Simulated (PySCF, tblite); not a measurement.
# C₁₆H₁₉OP: NMR shifts, part 2 of 2

tblite 0.8.0 and PySCF 2.14.0. Atoms count from 0.

### Step 5. NMR shifts: GIAO KT3/pcSseg-2

What the job is given:

```
{"job": {"kind": "nmr", "xc": "KT3", "basis": "pcSseg-2", "pop": false}, "charge": 0, "multiplicity": 1}
C      4.474141     0.985025    -0.412402
C      3.106229     0.442913    -0.120933
C      2.713414    -0.809317    -0.588240
C      1.458631    -1.360830    -0.309507
C      1.174930    -2.728836    -0.869667
C      0.545028    -0.610111     0.473211
P     -1.113000    -1.317058     0.823635
C     -1.140216    -1.714348     2.597253
O     -1.461298    -2.514965    -0.010243
C     -2.296704     0.040398     0.550692
C     -2.300837     0.634471    -0.717517
C     -3.218378     1.635152    -1.023611
C     -4.148652     2.044139    -0.067080
C     -4.161523     1.445499     1.191393
C     -3.239277     0.445994     1.498790
C      0.927867     0.662326     0.964190
C      0.038846     1.553918     1.790367
C      2.197264     1.157957     0.656721
H      4.860057     0.610676    -1.371434
H      4.474831     2.084130    -0.444223
H      5.189253     0.679541     0.369755
H      3.410663    -1.392662    -1.196620
H      0.330170    -2.712454    -1.570527
H      0.877741    -3.442612    -0.089890
H      2.068587    -3.112208    -1.381289
H     -2.125032    -2.139884     2.838740
H     -0.921664    -0.865724     3.258308
H     -0.381215    -2.494404     2.750967
H     -1.572809     0.311286    -1.466763
H     -3.209749     2.098446    -2.013098
H     -4.868367     2.830869    -0.305621
H     -4.893474     1.758552     1.939714
H     -3.257465    -0.011368     2.490940
H     -0.687963     2.089784     1.160437
H      0.644717     2.305487     2.315167
H     -0.542876     1.011784     2.545488
H      2.481682     2.141735     1.041868
```

With the program's defaults for keys left out, this is: GIAO KT3/pcSseg-2 NMR shielding, non-relativistic, gas phase.

The program printed:

```text
nearly dependent basis: matrix products in double precision
start: PBE on a coarse grid of 30026 points
cycle   1  E = -1036.5733629068  dE =  2.315e+00  |g| = 1.335e+00  |ddm| = 5.104e+00
cycle   2  E = -1033.1959243734  dE =  3.377e+00  |g| = 3.566e+00  |ddm| = 2.210e+01
cycle   3  E = -1036.6810342522  dE = -3.485e+00  |g| = 1.058e+00  |ddm| = 2.162e+01
cycle   4  E = -1036.9638025497  dE = -2.828e-01  |g| = 1.750e-01  |ddm| = 1.930e+00
cycle   5  E = -1036.9587792360  dE =  5.023e-03  |g| = 2.123e-01  |ddm| = 5.638e-01
cycle   6  E = -1036.9700957434  dE = -1.132e-02  |g| = 6.249e-02  |ddm| = 2.795e-01
cycle   7  E = -1036.9711832337  dE = -1.087e-03  |g| = 1.905e-02  |ddm| = 1.063e-01
cycle   8  E = -1036.9712578497  dE = -7.462e-05  |g| = 7.848e-03  |ddm| = 2.739e-02
final grid: 271430 points
cycle   9  E = -1051.8944805302  dE = -6.756e-02  |g| = 2.028e-01  |ddm| = 7.322e+00
cycle  10  E = -1051.8668809073  dE =  2.760e-02  |g| = 4.018e-01  |ddm| = 1.088e+00
cycle  11  E = -1051.8969321763  dE = -3.005e-02  |g| = 1.114e-01  |ddm| = 1.010e+00
cycle  12  E = -1051.8990278491  dE = -2.096e-03  |g| = 2.983e-02  |ddm| = 2.168e-01
cycle  13  E = -1051.8992657178  dE = -2.379e-04  |g| = 9.599e-03  |ddm| = 5.841e-02
cycle  14  E = -1051.8992882956  dE = -2.258e-05  |g| = 3.675e-03  |ddm| = 1.224e-02
cycle  15  E = -1051.8992913530  dE = -3.057e-06  |g| = 1.481e-03  |ddm| = 4.903e-03
cycle  16  E = -1051.8992919324  dE = -5.794e-07  |g| = 4.085e-04  |ddm| = 2.376e-03
cycle  17  E = -1051.8992919700  dE = -3.763e-08  |g| = 1.781e-04  |ddm| = 6.560e-04
cycle  18  E = -1051.8992919784  dE = -8.354e-09  |g| = 3.212e-05  |ddm| = 2.711e-04
converged SCF energy = -1051.8992919784

GIAO shielding tensors (ppm)
atom      isotropic    diamagn.    paramagn.     s11        s22        s33       span
  0 C      157.743     233.950     -76.208    135.693    152.358    185.178     49.485
  1 C       42.365     263.806    -221.441    -52.059     13.783    165.373    217.432
  2 C       51.866     265.582    -213.715    -39.106     64.341    130.365    169.472
  3 C       34.400     265.113    -230.713    -57.608     -0.702    161.511    219.119
  4 C      153.887     242.290     -88.402    136.138    153.394    172.130     35.992
  5 C       55.722     278.296    -222.573    -16.932     35.965    148.134    165.066
  6 P      311.485     972.985    -661.501    232.988    241.609    459.857    226.869
  7 C      165.597     252.507     -86.910    150.644    163.571    182.577     31.932
  8 O      184.474     402.851    -218.377     58.763    231.940    262.720    203.957
  9 C       41.533     274.196    -232.663    -39.484     -0.859    164.941    204.425
 10 C       51.137     267.899    -216.762    -52.732     33.476    172.669    225.401
 11 C       54.604     261.069    -206.465    -49.991     45.065    168.739    218.730
 12 C       53.828     256.837    -203.009    -49.116     41.749    168.851    217.968
 13 C       55.744     255.812    -200.068    -47.408     46.118    168.521    215.929
 14 C       55.696     263.219    -207.523    -44.359     41.515    169.933    214.292
 15 C       43.906     269.771    -225.866    -48.520     14.602    165.636    214.156
 16 C      154.370     251.037     -96.667    137.170    154.013    171.926     34.756
 17 C       53.648     268.734    -215.086    -38.354     64.459    134.838    173.192
 18 H       29.174      26.016       3.157     24.413     28.806     34.303      9.890
 19 H       29.246      27.083       2.163     24.393     29.069     34.276      9.884
 20 H       28.816      23.655       5.161     25.730     25.965     34.753      9.024
 21 H       24.476      33.839      -9.363     21.059     22.697     29.672      8.613
 22 H       27.473      34.759      -7.286     21.609     29.788     31.021      9.413
 23 H       28.129      31.756      -3.627     22.284     30.061     32.041      9.757
 24 H       29.411      28.933       0.478     24.423     29.228     34.581     10.157
 25 H       29.402      30.629      -1.227     25.628     27.799     34.779      9.151
 26 H       29.356      36.752      -7.396     25.308     28.503     34.257      8.948
 27 H       29.748      32.807      -3.059     25.951     29.401     33.893      7.942
 28 H       23.860      45.062     -21.202     20.205     21.188     30.187      9.982
 29 H       24.070      32.305      -8.234     20.689     23.978     27.544      6.856
 30 H       24.027      22.220       1.807     20.899     24.764     26.417      5.518
 31 H       24.016      22.547       1.470     20.711     24.300     27.037      6.326
 32 H       23.781      34.010     -10.229     19.887     21.759     29.696      9.810
 33 H       30.282      41.078     -10.795     23.867     30.329     36.650     12.783
 34 H       29.663      33.297      -3.634     24.056     29.435     35.498     11.442
 35 H       29.491      39.652     -10.161     24.678     30.425     33.370      8.692
 36 H       24.748      37.057     -12.309     20.891     22.748     30.605      9.714
```

Wall time 1.9 min (4 threads of Arm Neoverse N1, shared host); peak memory 2.7 GiB.

### Step 6. NMR shifts: GIAO PBE0/pcSseg-1 in chloroform

Settings changed since step 5:

```diff
@@ -1,2 +1,2 @@
-{"job": {"kind": "nmr", "xc": "KT3", "basis": "pcSseg-2", "pop": false}, "charge": 0, "multiplicity": 1}
+{"job": {"kind": "nmr", "xc": "PBE0", "basis": "pcSseg-1", "pop": false, "solvent": "chloroform"}, "charge": 0, "multiplicity": 1}
 C      4.474141     0.985025    -0.412402
```

With the program's defaults for keys left out, this is: GIAO PBE0/pcSseg-1 NMR shielding, non-relativistic, IEF-PCM chloroform.

The program printed:

```text
start: PBE on a coarse grid of 30026 points
cycle   1  E = -1036.1066736417  dE =  2.347e+00  |g| = 1.265e+00  |ddm| = 6.302e+00
cycle   2  E = -1034.2970092631  dE =  1.810e+00  |g| = 2.953e+00  |ddm| = 7.102e+00
cycle   3  E = -1036.3062691896  dE = -2.009e+00  |g| = 8.006e-01  |ddm| = 6.720e+00
cycle   4  E = -1036.4568874809  dE = -1.506e-01  |g| = 1.211e-01  |ddm| = 1.065e+00
cycle   5  E = -1036.4539531332  dE =  2.934e-03  |g| = 1.567e-01  |ddm| = 3.327e-01
cycle   6  E = -1036.4607245028  dE = -6.771e-03  |g| = 2.865e-02  |ddm| = 1.968e-01
cycle   7  E = -1036.4609260229  dE = -2.015e-04  |g| = 1.016e-02  |ddm| = 4.580e-02
cycle   8  E = -1036.4609471571  dE = -2.113e-05  |g| = 3.698e-03  |ddm| = 1.455e-02
final grid: 271430 points
cycle   9  E = -1036.7151414989  dE = -1.057e-02  |g| = 6.766e-02  |ddm| = 6.472e-01
cycle  10  E = -1036.7137308832  dE =  1.411e-03  |g| = 1.097e-01  |ddm| = 2.192e-01
cycle  11  E = -1036.7161573403  dE = -2.426e-03  |g| = 1.759e-02  |ddm| = 1.507e-01
cycle  12  E = -1036.7162180926  dE = -6.075e-05  |g| = 3.593e-03  |ddm| = 2.245e-02
cycle  13  E = -1036.7162224361  dE = -4.343e-06  |g| = 1.762e-03  |ddm| = 5.726e-03
cycle  14  E = -1036.7162239577  dE = -1.522e-06  |g| = 4.559e-04  |ddm| = 2.809e-03
cycle  15  E = -1036.7162228799  dE =  1.078e-06  |g| = 1.206e-04  |ddm| = 6.053e-04
cycle  16  E = -1036.7162211946  dE =  1.685e-06  |g| = 2.772e-05  |ddm| = 1.661e-04
converged SCF energy = -1036.7162211946

GIAO shielding tensors (ppm)
atom      isotropic    diamagn.    paramagn.     s11        s22        s33       span
  0 C      161.997     242.441     -80.444    141.876    155.411    188.704     46.829
  1 C       36.737     267.030    -230.293    -67.252      4.617    172.847    240.099
  2 C       48.108     254.412    -206.304    -48.699     56.335    136.688    185.387
  3 C       31.524     259.954    -228.430    -71.477     -2.616    168.666    240.142
  4 C      158.045     247.151     -89.106    142.308    157.500    174.327     32.019
  5 C       53.789     273.986    -220.197    -24.856     31.897    154.326    179.181
  6 P      299.970     969.484    -669.514    226.665    238.401    434.843    208.179
  7 C      168.117     259.474     -91.357    151.945    165.781    186.624     34.680
  8 O      211.179     398.446    -187.268     79.149    259.971    294.416    215.267
  9 C       39.016     273.284    -234.268    -50.646     -3.574    171.269    221.914
 10 C       46.289     253.459    -207.170    -65.701     24.672    179.895    245.597
 11 C       49.241     254.904    -205.663    -62.570     33.113    177.178    239.748
 12 C       47.244     255.289    -208.045    -63.147     27.807    177.072    240.219
 13 C       50.383     253.516    -203.133    -59.847     33.975    177.021    236.869
 14 C       49.733     248.536    -198.803    -58.223     29.783    177.639    235.862
 15 C       39.067     261.550    -222.483    -62.475      6.911    172.766    235.242
 16 C      158.795     252.343     -93.548    143.296    158.042    175.047     31.751
 17 C       49.021     255.096    -206.076    -48.983     55.128    140.917    189.899
 18 H       29.000      27.563       1.437     23.926     28.330     34.744     10.818
 19 H       29.059      27.920       1.139     23.884     28.623     34.671     10.787
 20 H       28.651      25.167       3.484     25.244     25.601     35.107      9.863
 21 H       24.107      36.491     -12.384     20.038     23.000     29.283      9.244
 22 H       27.475      32.349      -4.875     21.259     29.787     31.378     10.119
 23 H       28.055      30.638      -2.583     21.979     29.921     32.264     10.285
 24 H       29.169      30.403      -1.234     23.660     28.730     35.119     11.459
 25 H       29.082      29.351      -0.269     24.836     26.873     35.536     10.700
 26 H       29.232      34.710      -5.478     24.861     28.329     34.507      9.646
 27 H       29.369      31.136      -1.767     24.956     28.686     34.465      9.508
 28 H       23.531      36.652     -13.121     19.505     20.964     30.124     10.620
 29 H       23.566      31.679      -8.113     19.846     23.683     27.168      7.322
 30 H       23.499      27.424      -3.925     20.115     24.621     25.762      5.646
 31 H       23.514      27.145      -3.631     19.904     24.052     26.586      6.682
 32 H       23.349      32.663      -9.314     19.073     21.552     29.421     10.349
 33 H       30.511      35.301      -4.790     23.777     30.629     37.127     13.350
 34 H       29.484      32.506      -3.022     23.392     28.970     36.089     12.697
 35 H       29.631      35.706      -6.075     24.489     30.670     33.732      9.243
 36 H       24.348      37.157     -12.810     19.905     22.844     30.294     10.388
```

Wall time 42 s (4 threads of Arm Neoverse N1, shared host); peak memory 2.3 GiB.

### Step 7. Results

This closing draws on all 2 parts.

| quantity | value |
| --- | --- |
| point group | C1 |
| rotational constants (main isotopes) | 0.64, 0.27, 0.23 GHz |
| ¹³C shifts against TMS (PBE0/pcSseg-2, means over atoms taken as alike) | 155.5, 152.3, 152.1, 140.1, 139.8, 139.8, 137.8, 135.9, 27.5, 23.4, 16.3 ppm |
| ¹H shifts against TMS (PBE0/pcSseg-2, means over atoms taken as alike) | 7.85, 7.66, 7.62, 6.99, 2.30, 2.26, 1.88 ppm |
| ³¹P shifts against H3PO4 (PBE0/pcSseg-2) | 11.7 ppm |
| ¹⁷O shifts against H2O (PBE0/pcSseg-2) | 131.4 ppm |
| measured, and computed on the same scale | P6 δ 34.6, 11.7 ppm |

In words: Relaxing lowered the energy by 0.161 eV in 8 steps; the close pair that moved most is P6–O8, from 1.470 to 1.501 Å (PBE0/def2-SVP). The one measured ³¹P shift is missed by -22.9 ppm (computed less measured, unscaled). Vibration, temperature and solvent are missing from the calculation, and it holds one conformer, so part of the miss against the measured shifts is not the functional's. NICS(1)zz of -25 ppm above the planar ring from C1 marks a diatropic (aromatic) ring current. NICS(1)zz of -29 ppm above the planar ring from C9 marks a diatropic (aromatic) ring current.
